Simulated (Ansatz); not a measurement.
# C3H7BOSi: a ladder of functionals and wavefunction methods

Aim: compute C3H7BOSi with functionals from several rungs and with coupled cluster. The yardstick is the atomisation energy at the CCSD(T) limit.

Computed with Ansatz 0.2.0, Gaussian basis. Level: functionals in def2-TZVPP, the program's frozen cores in correlated methods.

Plan: LDA (SPW92), PBE-D4, revPBE-D4, BLYP-D4, r2SCAN-D4, B97M-V, PBE0-D4, B3LYP-D4, r2SCANh-D4, r2SCAN0-D4, HSE06-D4, BHLYP-D4, CAM-B3LYP-D4, LC-ωPBE, ωB97X-V, ωB97M-V, B2PLYP, PBE-QIDH; CCSD(T)/def2-SVP; CCSD(T)/def2-TZVPP; MP2/def2-QZVPP; extrapolation to the limit; RPA on PBE.

## Step 1: The geometry

All runs share one geometry, relaxed beforehand with PBE0-D4 in a triple-zeta def2 set.

SMILES `CC#CB(O)[SiH3]`, 13 atoms, charge 0, spin multiplicity 1.

Atoms are counted from 1 here; the program's logs count them from 0.

Bond lengths: C1–C2 1.446 Å, C1–H7 1.093 Å, C1–H8 1.093 Å, C1–H9 1.093 Å, C2–C3 1.211 Å, C3–B4 1.520 Å, B4–O5 1.358 Å, B4–Si6 2.029 Å, O5–H10 0.963 Å, Si6–H11 1.491 Å, Si6–H12 1.489 Å, Si6–H13 1.491 Å. Angles: C2–C1–H7 110.9°, C2–C1–H8 111.2°, C2–C1–H9 110.3°, H7–C1–H8 108.4°, H7–C1–H9 107.8°, H8–C1–H9 108.1°, C1–C2–C3 179.9°, C2–C3–B4 176.3°, C3–B4–O5 121.4°, C3–B4–Si6 119.9°, O5–B4–Si6 118.7°, B4–O5–H10 112.6°, B4–Si6–H11 110.0°, B4–Si6–H12 113.1°, B4–Si6–H13 110.0°, H11–Si6–H12 108.3°, H11–Si6–H13 107.1°, H12–Si6–H13 108.3°.

## Step 2: LDA

This LDA is Slater exchange with PW92 correlation.

in.yaml reads:

```yaml
crystal:
  periodic: [false, false, false]
  atoms:
    - {symbol: C, position_ang: [0.227580, -2.214008, 1.894689]}
    - {symbol: C, position_ang: [0.352636, -1.083744, 1.001275]}
    - {symbol: C, position_ang: [0.458703, -0.135496, 0.255240]}
    - {symbol: B, position_ang: [0.495354, 1.043969, -0.702519]}
    - {symbol: O, position_ang: [1.635922, 1.750024, -0.911276]}
    - {symbol: Si, position_ang: [-1.186487, 1.589800, -1.698542]}
    - {symbol: H, position_ang: [1.077483, -2.892596, 1.787564]}
    - {symbol: H, position_ang: [-0.688730, -2.774776, 1.695550]}
    - {symbol: H, position_ang: [0.198897, -1.875616, 2.933851]}
    - {symbol: H, position_ang: [2.377668, 1.416642, -0.394882]}
    - {symbol: H, position_ang: [-1.685233, 0.449697, -2.519819]}
    - {symbol: H, position_ang: [-0.978810, 2.757429, -2.598529]}
    - {symbol: H, position_ang: [-2.264580, 1.933877, -0.727703]}
basis:
  gaussian: {orbitals: def2-TZVPP}
hamiltonian: {xc: lda}
output: {orbitals: {seedname: orbitals}}
```

The run is started by

```console
$ ansatz run in.yaml --threads 4 --pin off --events-out ev --progress --plain --max-ram 10444MiB
```

The runs that follow: PBE-D4 (GGA); revPBE-D4 (GGA); BLYP-D4 (GGA); r2SCAN-D4 (meta-GGA); B97M-V (meta-GGA); PBE0-D4 (hybrid); B3LYP-D4 (hybrid); r2SCANh-D4 (hybrid); r2SCAN0-D4 (hybrid); HSE06-D4 (hybrid); BHLYP-D4 (hybrid); CAM-B3LYP-D4 (range-separated); LC-ωPBE (range-separated); ωB97X-V (range-separated); ωB97M-V (range-separated); B2PLYP (double hybrid); PBE-QIDH (double hybrid); CCSD(T) in def2-SVP; CCSD(T) in def2-TZVPP; MP2 in def2-QZVPP; RPA on PBE orbitals.

Q: Predict the results of all the runs planned. Wanted: atomisation energy, CCSD(T)/CBS; farthest beyond LDA; mean size of error, GGA; mean size of error, meta-GGA; mean size of error, hybrid; mean size of error, range-separated; mean size of error, double hybrid; gap, smallest and largest; T1 diagnostic.

As calculated:

| quantity | value |
| --- | --- |
| atomisation energy, CCSD(T)/CBS | 1242.7 kcal/mol |
| functionals within 6.2 kcal/mol (0.5 %) | revPBE-D4, BLYP-D4, B3LYP-D4, r2SCANh-D4, LC-ωPBE, ωB97X-V, ωB97M-V, B2PLYP, PBE-QIDH |
| farthest beyond LDA | PBE-D4 (+30.9 kcal/mol) |
| mean size of error, GGA | 11.7 kcal/mol |
| mean size of error, meta-GGA | 9.2 kcal/mol |
| mean size of error, hybrid | 10.7 kcal/mol |
| mean size of error, range-separated | 4.7 kcal/mol |
| mean size of error, double hybrid | 3.7 kcal/mol |
| gap, smallest and largest | 3.98 eV (LDA (SPW92)), 11.03 eV (LC-ωPBE) |
| T1 diagnostic | 0.0140 |
| triples share of the correlation energy | 4.2 % |

In words: The LDA atomisation energy is off by 177.4 kcal/mol (14 %): it overbinds. PBE-D4 misses by +30.9 kcal/mol. Double hybrids carry the basis error of their MP2 part in triple zeta, and no dispersion term here, so their miss is partly the set-up's. The rungs double hybrid, range-separated miss on average by less than the doubt on the reference (6.2 kcal/mol), so they tie. The reference freezes the cores and leaves out relativity and excitations past (T), so misses under about 6.2 kcal/mol can't be ranked. Hartree-Fock recovers 75 % of the binding; the rest is correlation. CCSD(T) in def2-SVP is off by -54.1 kcal/mol, worse than the median functional, from the basis alone. Orbital gaps span 4.0 to 11.0 eV; exact exchange widens them.
